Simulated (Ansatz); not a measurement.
# GeH4O (built from SMILES [OH][GeH3]): search for a transition state

Wanted: the transition state of a 1,1-elimination (form O2–H3 and break Ge1–O2, Ge1–H3). The guess is relaxed with those distances held, a saddle search follows, and vibrations and two downhill relaxations check it.

The runs use Ansatz 0.2.0, Gaussian basis; PBE0-D4, def2-SVP first, then def2-TZVP.

114 further runs of the same task are left out: 114 set aside as unsound or not needed.

## Step 1: Where the work starts

The guess: 6 atoms, charge 0, spin multiplicity 1.

Atoms are counted from 1 here; the program's logs count them from 0.

Bond lengths: Ge1–O2 2.176 Å, Ge1–H4 1.622 Å, Ge1–H5 1.855 Å, O2–H6 0.958 Å. Angles: O2–Ge1–H4 86.2°, O2–Ge1–H5 72.9°, H4–Ge1–H5 85.0°, Ge1–O2–H6 116.6°.

Geometry (Å):

| atom | x (Å) | y (Å) | z (Å) |
| --- | --- | --- | --- |
| Ge1 | 0.34970 | 0.69450 | -1.02400 |
| O2 | -0.74090 | -0.84440 | 0.06080 |
| H3 | 0.22620 | -0.31030 | 0.69370 |
| H4 | -0.56190 | 1.76170 | -0.21170 |
| H5 | 1.21880 | 0.45110 | 0.59710 |
| H6 | -0.49200 | -1.75270 | -0.11590 |

Distances that are to change: O2–H3 1.27 Å, Ge1–O2 2.18 Å, Ge1–H3 1.99 Å.

## Step 2: Constrained relaxation of the guess

File hold/in.yaml:

```yaml
crystal:
  periodic: [false, false, false]
  atoms:
    - {symbol: Ge, position_ang: [0.349700, 0.694500, -1.024000]}
    - {symbol: O, position_ang: [-0.740900, -0.844400, 0.060800]}
    - {symbol: H, position_ang: [0.226200, -0.310300, 0.693700]}
    - {symbol: H, position_ang: [-0.561900, 1.761700, -0.211700]}
    - {symbol: H, position_ang: [1.218800, 0.451100, 0.597100]}
    - {symbol: H, position_ang: [-0.492000, -1.752700, -0.115900]}
basis:
  gaussian: {orbitals: def2-SVP}
hamiltonian: {xc: pbe0, dispersion: d4}
relax: {f_tol: 0.08, max_steps: 120, escape_saddle: false, constraints: [{distance: [1, 2]}, {distance: [0, 1]}, {distance: [0, 2]}]}
```

Started as:

```console
$ ansatz run in.yaml --threads 2 --pin off --events-out ev --progress --plain --max-ram 4352MiB
```

Output (excerpt; [...] marks lines left out):

```text
Functional definition: PBE0
  name "PBE0"
  cite "Adamo & Barone, J. Chem. Phys. 110, 6158 (1999) doi:10.1063/1.478522"
  cite "Perdew, Burke & Ernzerhof, Phys. Rev. Lett. 77, 3865 (1996) doi:10.1103/PhysRevLett.77.3865"
  parent pbe
[...]
703 factors; integrals over basis functions are off by at most 3.4e-4 eV
[...]
mean field -58610.13844182 eV, -2153.8828603580 hartree, gradient 1.4e-5 eV, S^2 0.000000; 0 other end points of the search recorded, 0 dependent functions left out
[...]
reference -58610.13846337 eV, -2153.8828611501 hartree; 22, 22 occupied and 44, 44 virtual orbitals, 703 factors
relax step   1: F+E_penalty+E_count = -58610.20331249 eV  Δ(F+E_penalty+E_count) = +0.000e0 eV  max|allowed force component| = 7.149e-1 eV/Å  Δτ_max = 0.0000 Å  (25 SCF iters, accepted)
[...]
relax step   4: F+E_penalty+E_count = -58610.31796930 eV  Δ(F+E_penalty+E_count) = -1.727e-3 eV  max|allowed force component| = 2.732e-1 eV/Å  Δτ_max = 0.0536 Å  (24 SCF iters, accepted)
[...]
relax step   5: F+E_penalty+E_count = -58610.32393557 eV  Δ(F+E_penalty+E_count) = -5.966e-3 eV  max|allowed force component| = 6.001e-2 eV/Å  Δτ_max = 0.0392 Å  (24 SCF iters, accepted)
  distance O 1 - H 2 held at 1.273227 Å   reaction = +2.3584e0 eV/Å
  distance Ge 0 - O 1 held at 2.175871 Å   reaction = +2.1061e-1 eV/Å
  distance Ge 0 - H 2 held at 1.993833 Å   reaction = +3.3217e-1 eV/Å
703 factors; integrals over basis functions are off by at most 4.7e-4 eV
mean field -58610.26429588 eV, -2153.8874854094 hartree, gradient 4.6e-5 eV, S^2 0.000000; 1 other end points of the search recorded, 0 dependent functions left out
[...]
reference -58610.26431717 eV, -2153.8874861918 hartree; 22, 22 occupied and 44, 44 virtual orbitals, 703 factors
Total energy: -58610.32395686 eV, -2153.8896779101 hartree
Atom 0 at     0.343510     0.679208    -0.973744 Å, force    -0.110889    -0.326310     0.387847 eV/Å
Atom 1 at    -0.757450    -0.832943     0.137876 Å, force     2.050486     0.990185     0.980592 eV/Å
Atom 2 at     0.259597    -0.349595     0.732097 Å, force    -1.863406    -0.698446    -1.368465 eV/Å
Atom 3 at    -0.550494     1.781847    -0.262002 Å, force    -0.007796     0.002351     0.004813 eV/Å
Atom 4 at     1.136961     0.410978     0.542016 Å, force    -0.019316    -0.007700    -0.005053 eV/Å
Atom 5 at    -0.432225    -1.689595    -0.176244 Å, force    -0.049078     0.039921     0.000267 eV/Å
Dipole moment:     0.160715    -0.267411    -0.016759 e Å
```

Run time: 8 s. Hardware: 2 threads of Intel Xeon Platinum 8175M at 2.50GHz, shared host.

Relaxation path:

| step | energy from step 1 (eV) | largest force component (eV/Å) |
| --- | --- | --- |
| 1 | 0.0000 | 0.7149 |
| 2 | -0.0467 | 0.9048 |
| 3 | -0.1129 | 0.1789 |
| 4 | -0.1147 | 0.2732 |
| 5 | -0.1206 | 0.0600 |

Distances of close pairs at the start and the end, largest changes first:

| bond | before (Å) | after (Å) | change (Å) |
| --- | --- | --- | --- |
| Ge1–H5 | 1.855 | 1.732 | -0.124 |
| Ge1–H4 | 1.622 | 1.588 | -0.034 |
| O2–H6 | 0.958 | 0.969 | +0.010 |
| Ge1–O2 | 2.176 | 2.176 | +0.000 |

## Step 3: Force constants to start from

File hessian/in.yaml:

```yaml
crystal:
  periodic: [false, false, false]
  atoms:
    - {symbol: Ge, position_ang: [0.343510, 0.679208, -0.973744]}
    - {symbol: O, position_ang: [-0.757450, -0.832943, 0.137876]}
    - {symbol: H, position_ang: [0.259597, -0.349595, 0.732097]}
    - {symbol: H, position_ang: [-0.550494, 1.781847, -0.262002]}
    - {symbol: H, position_ang: [1.136961, 0.410978, 0.542016]}
    - {symbol: H, position_ang: [-0.432225, -1.689595, -0.176244]}
basis:
  gaussian: {orbitals: def2-SVP}
hamiltonian: {xc: pbe0, dispersion: d4}
phonons: {}
scf: {lower_state_search: off}
```

Started as:

```console
$ ansatz run in.yaml --threads 2 --pin off --events-out ev --progress --plain --max-ram 4352MiB
```

Output (excerpt; [...] marks lines left out):

```text
[... 5 set-up lines as earlier in the session ...]
[...]
702 factors; integrals over basis functions are off by at most 2.4e-4 eV
[...]
mean field -58610.26429653 eV, -2153.8874854334 hartree, gradient 5.9e-6 eV, S^2 0.000000; 0 other end points of the search recorded, 0 dependent functions left out
[...]
reference -58610.26431781 eV, -2153.8874862156 hartree; 22, 22 occupied and 44, 44 virtual orbitals, 702 factors
[... from here to the last solve, the lines of the solves are left out (35 solves) ...]
702 factors; integrals over basis functions are off by at most 2.4e-4 eV
mean field -58610.26427330 eV, -2153.8874845800 hartree, gradient 9.2e-7 eV, S^2 0.000000; 0 other end points of the search recorded, 0 dependent functions left out
[...]
WARN: phonons: modes at or below zero, which the zero-point energy, F, S and C_V leave out: 1, the lowest at -1455.82 cm⁻¹. A minimum has none, and a first-order saddle one
Total energy: -58610.32395752 eV, -2153.8896779344 hartree
Atom 0 at     0.343510     0.679208    -0.973744 Å, force    -0.110885    -0.326327     0.387857 eV/Å
Atom 1 at    -0.757450    -0.832943     0.137876 Å, force     2.050481     0.990197     0.980600 eV/Å
Atom 2 at     0.259597    -0.349595     0.732097 Å, force    -1.863407    -0.698439    -1.368475 eV/Å
Atom 3 at    -0.550494     1.781847    -0.262002 Å, force    -0.007803     0.002363     0.004815 eV/Å
Atom 4 at     1.136961     0.410978     0.542016 Å, force    -0.019314    -0.007700    -0.005054 eV/Å
Atom 5 at    -0.432225    -1.689595    -0.176244 Å, force    -0.049073     0.039906     0.000258 eV/Å
Dipole moment:     0.160715    -0.267411    -0.016759 e Å
Vibrations: -1455.82 380.08 582.34 644.28 783.01 888.66 1098.21 1455.21 1507.41 1685.51 1964.62 3833.65 cm⁻¹, zero-point energy 0.918908 eV
Checks for a lower state left out: stability, starts, cluster_reference, orbital_swaps, neighbouring_geometries, increment
```

Run time: 35 s. Hardware: 2 threads of Intel Xeon Platinum 8175M at 2.50GHz, shared host.

The structure is not stationary yet, so these wavenumbers are no spectrum; the search needs only the force constants.

## Step 4: Saddle search in the small basis

The search itself is an outer loop (partitioned rational-function steps, Bofill update of the Hessian). Each step is one single-point run with forces. It stops when the largest force is under 0.03 eV/Å and the followed curvature is negative. The first step's input:

File presaddle/in.yaml:

```yaml
crystal:
  periodic: [false, false, false]
  atoms:
    - {symbol: Ge, position_ang: [0.343510, 0.679208, -0.973744]}
    - {symbol: O, position_ang: [-0.757450, -0.832943, 0.137876]}
    - {symbol: H, position_ang: [0.259597, -0.349595, 0.732097]}
    - {symbol: H, position_ang: [-0.550494, 1.781847, -0.262002]}
    - {symbol: H, position_ang: [1.136961, 0.410978, 0.542016]}
    - {symbol: H, position_ang: [-0.432225, -1.689595, -0.176244]}
basis:
  gaussian: {orbitals: def2-SVP}
hamiltonian: {xc: pbe0, dispersion: d4}
output: {forces: true}
scf: {lower_state_search: off}
```

Started as:

```console
$ ansatz run in.yaml --threads 2 --pin off --events-out ev --progress --plain --max-ram 4352MiB
```

Step by step:

| step | energy (eV) | largest force (eV/Å) | followed curvature (eV/Å²) |
| --- | --- | --- | --- |
| 1 | -58610.32395 | 2.0505 | -11.55 |
| 2 | -58610.27557 | 0.4503 | -11.37 |
| 3 | -58610.27313 | 0.1139 | -11.60 |
| 4 | -58610.27400 | 0.1532 | -11.26 |
| 5 | -58610.27468 | 0.0330 | -12.19 |
| 6 | -58610.27460 | 0.0374 | -12.52 |
| 7 | -58610.27476 | 0.0074 | -12.52 |

The 7 steps took 7.5 s in all (2 threads of Intel Xeon Platinum 8175M at 2.50GHz, shared host).

## Step 5: Saddle search in triple zeta

The search itself is an outer loop (partitioned rational-function steps, Bofill update of the Hessian). Each step is one single-point run with forces. It stops when the largest force is under 0.008 eV/Å and the followed curvature is negative. The first step's input:

File saddle/in.yaml:

```yaml
crystal:
  periodic: [false, false, false]
  atoms:
    - {symbol: Ge, position_ang: [0.263152, 0.579318, -0.964328]}
    - {symbol: O, position_ang: [-0.722306, -0.788828, 0.101501]}
    - {symbol: H, position_ang: [0.388806, -0.237843, 0.695022]}
    - {symbol: H, position_ang: [-0.568541, 1.739340, -0.268146]}
    - {symbol: H, position_ang: [1.127575, 0.374898, 0.662405]}
    - {symbol: H, position_ang: [-0.488787, -1.666984, -0.226455]}
basis:
  gaussian: {orbitals: def2-TZVP}
hamiltonian: {xc: pbe0, dispersion: d4}
output: {forces: true}
scf: {lower_state_search: off}
```

Started as:

```console
$ ansatz run in.yaml --threads 2 --pin off --events-out ev --progress --plain --max-ram 4352MiB
```

Step by step:

| step | energy (eV) | largest force (eV/Å) | followed curvature (eV/Å²) |
| --- | --- | --- | --- |
| 1 | -58620.03238 | 0.2019 | -12.52 |
| 2 | -58620.02997 | 0.0549 | -10.83 |
| 3 | -58620.03013 | 0.0367 | -10.66 |
| 4 | -58620.03019 | 0.0076 | -10.81 |

The 4 steps took 4.9 s in all (2 threads of Intel Xeon Platinum 8175M at 2.50GHz, shared host).

Geometry at the end of the search:

| atom | x (Å) | y (Å) | z (Å) |
| --- | --- | --- | --- |
| Ge1 | 0.2798 | 0.5872 | -0.9623 |
| O2 | -0.7107 | -0.7865 | 0.1066 |
| H3 | 0.3739 | -0.2431 | 0.6840 |
| H4 | -0.5702 | 1.7297 | -0.2613 |
| H5 | 1.1210 | 0.3786 | 0.6511 |
| H6 | -0.4940 | -1.6660 | -0.2181 |

Followed mode, largest move set to 1: H3 (-0.79, -0.56, -0.25); O2 (0.32, 0.00, 0.41); Ge1 (0.32, 0.27, 0.06); H5 (0.06, 0.17, -0.33).

## Step 6: Checking the order of the point

File vib/in.yaml:

```yaml
crystal:
  periodic: [false, false, false]
  atoms:
    - {symbol: Ge, position_ang: [0.279814, 0.587178, -0.962258]}
    - {symbol: O, position_ang: [-0.710701, -0.786510, 0.106556]}
    - {symbol: H, position_ang: [0.373926, -0.243115, 0.684009]}
    - {symbol: H, position_ang: [-0.570152, 1.729743, -0.261252]}
    - {symbol: H, position_ang: [1.120989, 0.378587, 0.651057]}
    - {symbol: H, position_ang: [-0.493976, -1.665983, -0.218113]}
basis:
  gaussian: {orbitals: def2-TZVP}
hamiltonian: {xc: pbe0, dispersion: d4}
phonons: {temperatures: {t_min: 298.15, t_max: 900, t_step: 200}}
```

Started as:

```console
$ ansatz run in.yaml --threads 2 --pin off --events-out ev --progress --plain --max-ram 4352MiB
```

Output (excerpt; [...] marks lines left out):

```text
[... 5 set-up lines as earlier in the session ...]
[...]
728 factors; their error is unknown
[...]
mean field -58619.97035676 eV, -2154.2441765678 hartree, gradient 5.4e-5 eV, S^2 0.000000; 0 other end points of the search recorded, 0 dependent functions left out
[...]
reference -58619.97037920 eV, -2154.2441773926 hartree; 22, 22 occupied and 81, 81 virtual orbitals, 728 factors
[... from here to the last solve, the lines of the solves are left out (35 solves) ...]
728 factors; their error is unknown
mean field -58619.97033401 eV, -2154.2441757317 hartree, gradient 1.4e-6 eV, S^2 0.000000; 0 other end points of the search recorded, 0 dependent functions left out
[...]
reference -58619.97035646 eV, -2154.2441765567 hartree; 22, 22 occupied and 81, 81 virtual orbitals, 728 factors
WARN: phonons: modes at or below zero, which the zero-point energy, F, S and C_V leave out: 1, the lowest at -1288.75 cm⁻¹. A minimum has none, and a first-order saddle one
Total energy: -58620.03018754 eV, -2154.2463753085 hartree
Atom 0 at     0.279814     0.587178    -0.962258 Å, force    -0.000577    -0.002812     0.001735 eV/Å
Atom 1 at    -0.710701    -0.786510     0.106556 Å, force     0.003755    -0.006188    -0.003481 eV/Å
Atom 2 at     0.373926    -0.243115     0.684009 Å, force     0.002523     0.007642     0.002423 eV/Å
Atom 3 at    -0.570152     1.729743    -0.261252 Å, force     0.000069    -0.000625     0.000874 eV/Å
Atom 4 at     1.120989     0.378587     0.651057 Å, force    -0.002128    -0.002703    -0.001276 eV/Å
Atom 5 at    -0.493976    -1.665983    -0.218113 Å, force    -0.003642     0.004685    -0.000275 eV/Å
Dipole moment:     0.156923    -0.218893    -0.107673 e Å
Vibrations: -1288.75 517.49 532.02 649.68 801.85 862.26 968.67 1267.92 1765.75 1905.53 1951.70 3860.79 cm⁻¹, zero-point energy 0.935068 eV
```

Wall time 43 s (2 threads of Intel Xeon Platinum 8175M at 2.50GHz, shared host).

The modes, with what each moves most:

| mode | wavenumber (cm⁻¹) | character |
| --- | --- | --- |
| 1 | 1289i | changes O2–H3 |
| 2 | 517 | Ge–O stretch |
| 3 | 532 | torsion |
| 4 | 650 | bend |
| 5 | 802 | bend |
| 6 | 862 | bend |
| 7 | 969 | Ge–H stretch with bend |
| 8 | 1268 | bend |
| 9 | 1766 | Ge–H stretch |
| 10 | 1906 | bend with Ge–H stretch |
| 11 | 1952 | Ge–H stretch |
| 12 | 3861 | O–H stretch |

Vibrational sums (real modes only):

| T (K) | entropy (J/mol/K) | heat capacity (J/mol/K) |
| --- | --- | --- |
| 298 | 8.7 | 21.6 |
| 498 | 24.8 | 41.4 |
| 698 | 41.0 | 54.6 |
| 898 | 55.9 | 63.5 |

## Step 7: Relaxing after a step of 0.30 Å one way along the mode

File downa/in.yaml:

```yaml
crystal:
  periodic: [false, false, false]
  atoms:
    - {symbol: Ge, position_ang: [0.376129, 0.668336, -0.942765]}
    - {symbol: O, position_ang: [-0.613581, -0.787918, 0.228556]}
    - {symbol: H, position_ang: [0.136711, -0.410176, 0.607723]}
    - {symbol: H, position_ang: [-0.570318, 1.748826, -0.262929]}
    - {symbol: H, position_ang: [1.138075, 0.429742, 0.550844]}
    - {symbol: H, position_ang: [-0.467116, -1.648909, -0.181427]}
basis:
  gaussian: {orbitals: def2-TZVP}
hamiltonian: {xc: pbe0, dispersion: d4}
relax: {f_tol: 0.005, max_steps: 200}
```

Started as:

```console
$ ansatz run in.yaml --threads 2 --pin off --events-out ev --progress --plain --max-ram 4352MiB
```

Output (excerpt; [...] marks lines left out):

```text
[... 5 set-up lines as earlier in the session ...]
[...]
728 factors; their error is unknown
[...]
mean field -58620.16584364 eV, -2154.2513605781 hartree, gradient 2.7e-5 eV, S^2 0.000000; 0 other end points of the search recorded, 0 dependent functions left out
[...]
reference -58620.16586520 eV, -2154.2513613705 hartree; 22, 22 occupied and 81, 81 virtual orbitals, 728 factors
relax step   1: F+E_penalty+E_count = -58620.22310569 eV  Δ(F+E_penalty+E_count) = +0.000e0 eV  max|allowed force component| = 4.493e0 eV/Å  Δτ_max = 0.0000 Å  (24 SCF iters, accepted)
[...]
728 factors; their error is unknown
mean field -58620.90256784 eV, -2154.2784346932 hartree, gradient 1.4e-5 eV, S^2 0.000000; 1 other end points of the search recorded, 0 dependent functions left out
[...]
reference -58620.90258949 eV, -2154.2784354888 hartree; 22, 22 occupied and 81, 81 virtual orbitals, 728 factors
Total energy: -58620.96131336 eV, -2154.2805935513 hartree
Atom 0 at     0.398543     0.795368    -1.001591 Å, force    -0.000643    -0.000158    -0.000825 eV/Å
Atom 1 at    -0.650809    -0.855738     0.066016 Å, force     0.000564     0.000732    -0.001388 eV/Å
Atom 2 at    -0.527013    -0.689806     1.006336 Å, force     0.000258    -0.000094     0.000403 eV/Å
Atom 3 at    -0.502331     1.756211    -0.103193 Å, force    -0.000386     0.000487     0.000351 eV/Å
Atom 4 at     1.499811     0.687234     0.160813 Å, force     0.000510    -0.000269     0.000718 eV/Å
Atom 5 at    -0.218301    -1.693369    -0.128379 Å, force    -0.000303    -0.000698     0.000741 eV/Å
Dipole moment:    -0.071742    -0.634414     0.418467 e Å
```

It took 22 s on 2 threads of Intel Xeon Platinum 8175M at 2.50GHz, shared host.

The steps of the relaxation:

| step | energy from step 1 (eV) | largest force component (eV/Å) |
| --- | --- | --- |
| 1 | 0.0000 | 4.4931 |
| 2 | -0.4857 | 0.8034 |
| 3 | -0.5819 | 1.4099 |
| 4 | -0.6568 | 0.9637 |
| 5 | -0.7136 | 0.7407 |
| 6 | -0.7293 | 0.2450 |
| 7 | -0.7353 | 0.1389 |
| 8 | -0.7376 | 0.0390 |
| 9 | -0.7381 | 0.0231 |
| 10 | -0.7382 | 0.0017 |
| 11 | -0.7382 | 0.0137 |
| 12 | -0.7382 | 0.0051 |
| 13 | -0.7382 | 0.0014 |

Close pairs (by a distance rule), those that changed most:

| bond | before (Å) | after (Å) | change (Å) |
| --- | --- | --- | --- |
| Ge1–H3 | 1.904 | 2.663 | +0.760 |
| Ge1–O2 | 2.115 | 2.229 | +0.114 |
| Ge1–H5 | 1.694 | 1.605 | -0.089 |
| O2–H3 | 0.922 | 0.963 | +0.041 |
| Ge1–H4 | 1.589 | 1.594 | +0.005 |
| O2–H6 | 0.965 | 0.963 | -0.002 |

## Step 8: Relaxing after a step of 0.30 Å the other way along the mode

File downb/in.yaml:

```yaml
crystal:
  periodic: [false, false, false]
  atoms:
    - {symbol: Ge, position_ang: [0.183499, 0.506020, -0.981750]}
    - {symbol: O, position_ang: [-0.807821, -0.785101, -0.015443]}
    - {symbol: H, position_ang: [0.611142, -0.076055, 0.760296]}
    - {symbol: H, position_ang: [-0.569987, 1.710660, -0.259574]}
    - {symbol: H, position_ang: [1.103903, 0.327431, 0.751271]}
    - {symbol: H, position_ang: [-0.520836, -1.683056, -0.254799]}
basis:
  gaussian: {orbitals: def2-TZVP}
hamiltonian: {xc: pbe0, dispersion: d4}
relax: {f_tol: 0.005, max_steps: 200}
```

Started as:

```console
$ ansatz run in.yaml --threads 2 --pin off --events-out ev --progress --plain --max-ram 4352MiB
```

Output (excerpt; [...] marks lines left out):

```text
[... 5 set-up lines as earlier in the session ...]
[...]
728 factors; their error is unknown
[...]
mean field -58619.89241263 eV, -2154.2413121741 hartree, gradient 5.2e-5 eV, S^2 0.000000; 0 other end points of the search recorded, 0 dependent functions left out
[...]
reference -58619.89243550 eV, -2154.2413130144 hartree; 22, 22 occupied and 81, 81 virtual orbitals, 728 factors
relax step   1: F+E_penalty+E_count = -58619.95325392 eV  Δ(F+E_penalty+E_count) = +0.000e0 eV  max|allowed force component| = 5.726e0 eV/Å  Δτ_max = 0.0000 Å  (25 SCF iters, accepted)
[...]
728 factors; their error is unknown
mean field -58620.95982072 eV, -2154.2805386977 hartree, gradient 4.9e-5 eV, S^2 0.000000; 1 other end points of the search recorded, 0 dependent functions left out
[...]
reference -58620.95984471 eV, -2154.2805395792 hartree; 22, 22 occupied and 81, 81 virtual orbitals, 728 factors
Total energy: -58621.02101290 eV, -2154.2827874690 hartree
Atom 0 at     0.010614     0.288766    -1.029969 Å, force    -0.000018    -0.003469    -0.001895 eV/Å
Atom 1 at    -1.125326    -0.936472    -0.377505 Å, force     0.001846     0.000558    -0.001473 eV/Å
Atom 2 at     1.084530     0.685086     1.336018 Å, force    -0.002775     0.002236     0.001196 eV/Å
Atom 3 at    -0.679056     1.476629    -0.211400 Å, force    -0.001289     0.001334     0.002219 eV/Å
Atom 4 at     1.639355     0.297265     1.006690 Å, force     0.002695    -0.002091    -0.000989 eV/Å
Atom 5 at    -0.930216    -1.811375    -0.723833 Å, force    -0.000459     0.001432     0.000943 eV/Å
Dipole moment:     0.230144    -0.138471    -0.116644 e Å
```

Wall time 44 s (2 threads of Intel Xeon Platinum 8175M at 2.50GHz, shared host).

Along the way: (the energy doesn't fall at every step)

| step | energy from step 1 (eV) | largest force component (eV/Å) |
| --- | --- | --- |
| 1 | 0.0000 | 5.7263 |
| 2 | -0.7002 | 0.8595 |
| 3 | -0.9136 | 0.7033 |
| 4 | -1.0086 | 0.3902 |
| 5 | -1.0057 | 1.3340 |
| 6 | -1.0316 | 0.2015 |
| 7 | -1.0443 | 0.0841 |
| 8 | -1.0520 | 0.0849 |
| 9 | -1.0238 | 1.1083 |
| 10 | -1.0537 | 0.0562 |
| 11 | -1.0541 | 0.4264 |
| 12 | -1.0557 | 0.1739 |
| 13 | -0.9994 | 1.2986 |
| 14 | -1.0627 | 0.1953 |
| 15 | -1.0618 | 0.4244 |
| 16 | -1.0662 | 0.0688 |
| 17 | -1.0676 | 0.0252 |
| 18 | -1.0647 | 0.2027 |
| 19 | -1.0676 | 0.0212 |
| 20 | -1.0677 | 0.0253 |
| 21 | -1.0677 | 0.0120 |
| 22 | -1.0677 | 0.0035 |

Distances of close pairs at the start and the end, largest changes first:

| bond | before (Å) | after (Å) | change (Å) |
| --- | --- | --- | --- |
| Ge1–H3 | 1.886 | 2.628 | +0.743 |
| H3–H5 | 0.637 | 0.753 | +0.116 |
| Ge1–O2 | 1.893 | 1.794 | -0.099 |
| O2–H6 | 0.973 | 0.961 | -0.012 |
| Ge1–H4 | 1.594 | 1.599 | +0.005 |

## Step 9: The three structures

| pair | start side (Å) | saddle (Å) | end side (Å) |
| --- | --- | --- | --- |
| Ge1–H5 | 2.608 | 1.831 | 1.605 |
| O2–H3 | 3.233 | 1.344 | 0.963 |
| H3–H5 | 0.753 | 0.972 | 2.592 |

## Step 10: What came out

```
                       quantity                                      value
                 imaginary mode                                 1289i cm⁻¹
    barrier from the start side                              22.8 kcal/mol
      barrier from the end side                              21.5 kcal/mol
             energy of the step                              +1.4 kcal/mol
              pairs that change  Ge1–H5 formed, O2–H3 formed, H3–H5 broken
zero-point energy at the saddle                                   0.935 eV
```

**Reading.** One imaginary mode, 1289i cm⁻¹, makes this a first-order saddle. The two relaxations don't end on the planned structures: the search found another step. At PBE0-D4/def2-TZVP the electronic barrier is 22.8 kcal/mol, about 39 kT at 298 K, and the step runs 1.4 kcal/mol uphill. The barrier is thin enough for tunnelling; the leading (Wigner) term alone is a factor of 2.6 at 298 K. A step off the saddle overshot and began above it in energy, so the link to its end is likely but not proven. The ends are the nearest minima, not always the lowest complexes.
